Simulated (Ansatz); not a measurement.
# Sr2MgReO6: the cost of one run

All numbers are computed with the Python package of Ansatz 0.2.0. Level of theory: DFT LDA, plane waves, PAW.

## (1) The system

It takes space group I4/m (No. 87, tetragonal). Conventional cell: a = 5.621 Å, b = 5.621 Å, c = 8.036 Å, α = 90.00°, β = 90.00°, γ = 90.00°. Sr (site symmetry -4) has 12 O at 2.65 to 3.01 Å in its first shell of neighbours. Around Mg (site symmetry 4/m) lie 6 O at 2.07 Å. Around Re (site symmetry 4/m) lie 6 O at 1.94 to 1.95 Å. O (site symmetry 4) is surrounded by 1 Re at 1.95 Å and 1 Mg at 2.07 Å and 4 Sr at 2.81 Å. O (site symmetry m) is surrounded by 1 Re at 1.94 Å and 1 Mg at 2.07 Å and 2 Sr at 2.65 Å.

The script holds or builds the structure itself.

## (2) The code

Contents of vcrelax_sr2mgreo6.py:

```python
# -*- coding: utf-8 -*-
'''Cell relaxation of Sr2MgReO6.'''

import ansatz as az
from ase import Atoms
from ase.io import write
import numpy as np

def edges_and_angles(cell):
    cell = np.asarray(cell)
    a, b, c = np.linalg.norm(cell, axis=1)
    cosines = cell[1] @ cell[2] / (b * c), cell[0] @ cell[2] / (a * c), cell[0] @ cell[1] / (a * b)
    return (a, b, c, *np.degrees(np.arccos(cosines)))

structure = (
    az.Lattice.of((-2.81032, 2.81032, 4.0181), (2.81032, -2.81032, 4.0181), (2.81032, 2.81032, -4.0181))
    .atom('Sr', (0.25, 0.75, 0.5))
    .atom('Sr', (0.75, 0.25, 0.5))
    .atom('Mg', (0.5, 0.5, 0.0))
    .atom('Re', (0.0, 0.0, 0.0))
    .atom('O', (0.24244, 0.24244, 0.0))
    .atom('O', (0.75756, 0.75756, 0.0))
    .atom('O', (0.72616, 0.79096, 0.51711))
    .atom('O', (0.27384, 0.20904, 0.48289))
    .atom('O', (0.79096, 0.27384, 0.0648))
    .atom('O', (0.20904, 0.72616, 0.9352))
)

# a pressure is positive in compression
model = (
    structure.calculation()
    .functional(az.Functional.LDA)
    .kpoints(6)
    .occupations('Fermi-Dirac')
    .relax(max_steps=40, pressure=20 * az.kbar, stress_tolerance=0.1)
    .band_table()
)
steps = []


def collect(event):
    if event['event'] == 'relax_step':
        steps.append(event['data'])


res = model.session().plan().execute(on_event=collect)
report = res.report
print('step   energy (eV)     max comp. (eV/A)   P (GPa)  SCF')
for s in steps:
    print(f'{s["step"]:4d} {s["lagrangian_ev"]:15.5f} {s["allowed_force_max_ev_ang"]:12.4f} {s["pressure_gpa"]:10.3f} {s["n_scf"]:5d}')

first, last = steps[0], steps[-1]
symbols = [site.symbol for site in res.lattice.sites]
print(f'energy gained {first["lagrangian_ev"] - last["lagrangian_ev"]:.4f} eV in {len(steps) - 1} steps')
for label, vectors in (('before', first['cell_ang']), ('after', res.lattice.cell_ang)):
    print(label, 'a b c (A) {:.4f} {:.4f} {:.4f}  angles {:.2f} {:.2f} {:.2f}'.format(*edges_and_angles(vectors)), f' V = {abs(np.linalg.det(vectors)):.3f} A^3')
print('final stress xx yy zz (GPa, compression positive):', np.round(np.diag(report['stress_gpa']), 3) + 0.0)

change = np.array(last['positions_ang']) @ np.linalg.inv(last['cell_ang']) - np.array(first['positions_ang']) @ np.linalg.inv(first['cell_ang'])
moved = np.linalg.norm(change @ np.array(last['cell_ang']), axis=1)
print('displacement within the cell, strain taken out (A):', ' '.join(f'{s}:{d:.3f}' for s, d in zip(symbols, moved)))

relaxed = Atoms(symbols, positions=[site.position_ang for site in res.lattice.sites], cell=res.lattice.cell_ang, pbc=True)
write('relaxed.vasp', relaxed, format='vasp')

for key in ('converged', 'n_iterations', 'n_electrons', 'n_kpoints', 'n_pw', 'n_symmetry_ops', 'free_energy_ev', 'fermi_energy_ev'):
    print(f'{key:18s} {report[key]}')

gap = None if 'band_edges_ev' not in report else report['band_edges_ev'][1] - report['band_edges_ev'][0]
print('gap on the k mesh:', 'withheld (metal, or smearing too wide to tell)' if gap is None else f'{gap:.3f} eV')
print('lowest empty less highest filled band, by band count:', round(report['gap_by_band_count_ev'], 3), 'eV')
```

## (3) What the engine is handed

The package turns the script's settings into the engine's input:

```yaml
crystal:
  lattice:
    - [-2.81032, 2.81032, 4.0181]
    - [2.81032, -2.81032, 4.0181]
    - [2.81032, 2.81032, -4.0181]
  atoms:
    - { symbol: Sr, position: [0.25, 0.75, 0.5] }
    - { symbol: Sr, position: [0.75, 0.25, 0.5] }
    - { symbol: Mg, position: [0.5, 0.5, 0.0] }
    - { symbol: Re, position: [0.0, 0.0, 0.0] }
    - { symbol: O, position: [0.24244, 0.24244, 0.0] }
    - { symbol: O, position: [0.75756, 0.75756, 0.0] }
    - { symbol: O, position: [0.72616, 0.79096, 0.51711] }
    - { symbol: O, position: [0.27384, 0.20904, 0.48289] }
    - { symbol: O, position: [0.79096, 0.27384, 0.0648] }
    - { symbol: O, position: [0.20904, 0.72616, 0.9352] }
kpoints:
  mp_grid:
    grid: [6, 6, 6]
hamiltonian:
  xc: lda
scf:
  occupations:
    method: fermi_dirac
relax:
  max_steps: 40
  cell:
    p_target: 2.0
    stress_tol: 0.1
output:
  eigenvalues: true
```

## (4) The run

Launch:

```sh
> python vcrelax_sr2mgreo6.py
```

Q: Estimate wall time and peak memory on 1 thread of Arm Neoverse V1, shared host.

About 2.5 min, with a peak of 0.61 GiB.
